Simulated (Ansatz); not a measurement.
CsLiCr2Te2S3:

```
CELL_PARAMETERS angstrom
7.28959 -2.10433 0.01772
7.28959 2.10433 0.01772
-2.53315 0.00000 7.28100
ATOMIC_POSITIONS crystal
Cs 0.50000 0.50000 0.00000
Li 0.00000 0.00000 0.50000
Cr 0.32870 0.32870 0.43300
Cr 0.67130 0.67130 0.56700
Te 0.80672 0.80672 0.17427
Te 0.19328 0.19328 0.82573
S 0.16358 0.16358 0.39713
S 0.83642 0.83642 0.60287
S 0.50000 0.50000 0.50000
```

The cell was built by a generator and needn't be a form met in nature.

Base run:

```yaml
Program: Ansatz 0.2.0
Functional: r2SCAN
Potentials_or_basis: Ansatz PAW
Cutoff: "500 eV (not typed: the program's choice for these potentials)"
k_mesh: 7 × 7 × 4
Occupations: fermi-dirac, width 0.05 eV
Spin: collinear spin, ferromagnetic start
Starting_moments: "[0.0, 0.0, 3.0, 3.0, 0.0, 0.0, 0.0, 0.0, 0.0] μB"
```

Its results: band gap on the k mesh none (metal or under the smearing width); pressure 0.3 GPa; net moment 5.56 μB per cell; site moments Cs -0.00; Li +0.00; Cr +2.83; Te -0.16; S -0.17, -0.02 μB; largest force 0.219 eV/Å.

Task: The run is repeated on the same cell with these changes: functional from r2SCAN to revPBE; cutoff from 500 eV (not typed: the program's choice for these potentials) to 420 eV (not typed: the program's choice for these potentials). What comes out?

Result: Band gap on the k mesh none (metal or under the smearing width); pressure 1.6 GPa; net moment 5.26 μB per cell; site moments Cs +0.00; Li +0.00; Cr +2.62; Te -0.14; S -0.14, -0.03 μB; largest force 0.098 eV/Å.

Caveats: spin-orbit coupling is left out, which moves the levels of the heavy elements; only a ferromagnetic start was run, and an antiferromagnetic order may lie lower in energy; the PAW data sets come from PBE, with cores solved anew for the run's functional, which leaves a small shift of forces and pressure; the magnetic or orbital state may not be the lowest (some runs).
